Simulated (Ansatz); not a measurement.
# PPt3: one candidate structure

Where does PPt3 go from the start given, TiAl3 (D0_22) type (I4/mmm, No. 139)?

Program: Ansatz 0.2.0. Level of theory: DFT PBE, scalar-relativistic, plane waves, PAW. These are calculated values, not measurements.

### Step 1. The system as given

Symmetry: I4/mmm, No. 139, tetragonal system. Conventional cell: a = 3.838 Å, b = 3.838 Å, c = 8.572 Å, α = 90.00°, β = 90.00°, γ = 90.00°. P (site symmetry 4/mmm) is surrounded by 12 Pt at 2.71 to 2.88 Å. Around Pt (site symmetry 4/mmm) lie 4 P at 2.71 Å and 8 Pt at 2.88 Å. Around Pt (site symmetry -4m2) lie 8 Pt at 2.71 to 2.88 Å and 4 P at 2.88 Å.

Structure file:

```cif
data_structure
_symmetry_space_group_name_H-M 'I4/mmm'
_symmetry_Int_Tables_number 139
_cell_length_a 3.8377
_cell_length_b 3.8377
_cell_length_c 8.5724
_cell_angle_alpha 90.000
_cell_angle_beta 90.000
_cell_angle_gamma 90.000
_cell_volume 126.25
loop_
_atom_site_label
_atom_site_type_symbol
_atom_site_symmetry_multiplicity
_atom_site_Wyckoff_symbol
_atom_site_fract_x
_atom_site_fract_y
_atom_site_fract_z
_atom_site_occupancy
P1 P 2 a 0.00000 0.00000 0.00000 1
Pt1 Pt 2 b 0.50000 0.50000 0.00000 1
Pt2 Pt 4 d 0.50000 0.00000 0.25000 1
```

(A quick probe on a coarse mesh, which set the mesh and smearing, is not shown.)

### Step 3. A loose first relaxation

Contents of input.yaml:

```yaml
crystal:
  lattice:
    - [-1.9188327807, 1.9188327807, 4.2862238738]
    - [1.9188327807, -1.9188327807, 4.2862238738]
    - [1.9188327807, 1.9188327807, -4.2862238738]
  atoms:
    - { symbol: P, position: [0.0, 0.0, 0.0] }
    - { symbol: Pt, position: [0.5, 0.5, 0.0] }
    - { symbol: Pt, position: [0.25, 0.75, 0.5] }
    - { symbol: Pt, position: [0.75, 0.25, 0.5] }
basis:
  ecutwfc: 420
kpoints:
  mp_grid: { grid: [6, 6, 6] }
hamiltonian:
  xc: pbe
scf:
  occupations: { method: gaussian, width: 0.1 }
  lower_state_search: "off"
output:
  forces: true
  stress: true
  eigenvalues: true
relax:
  adjacent_minimum: "off"
  f_tol: 0.04
  max_steps: 70
  cell: { stress_tol: 0.4 }
```

On the command line:

```bash
$ ansatz run input.yaml --threads 1 --pin off --max-ram 2560MiB --backend cpu --events-out ev --progress --plain --runs-dir out
```

Further runs follow: relaxing cell and atoms.

**Question.** What will these runs give?

As calculated:

Formation energies count from the elements, computed with the same settings in runs not shown here.

| quantity | value |
| --- | --- |
| cell (conventional) | a = 3.921 Å, b = 3.921 Å, c = 8.015 Å, α = 90.00°, β = 90.00°, γ = 90.00° |
| space group | I4/mmm (No. 139) |
| volume | 15.40 Å³/atom |
| gap on the mesh | none (metal) |
| formation energy from the elements | +0.133 eV/atom |

**Reading.** The space group stayed I4/mmm, and from the first guess the volume went from 15.78 to 15.40 Å³/atom. The formation energy of +0.13 eV/atom is positive, so the elements lie lower than this structure; another structure of the compound can lie lower. Spin-orbit coupling is left out for Pt.
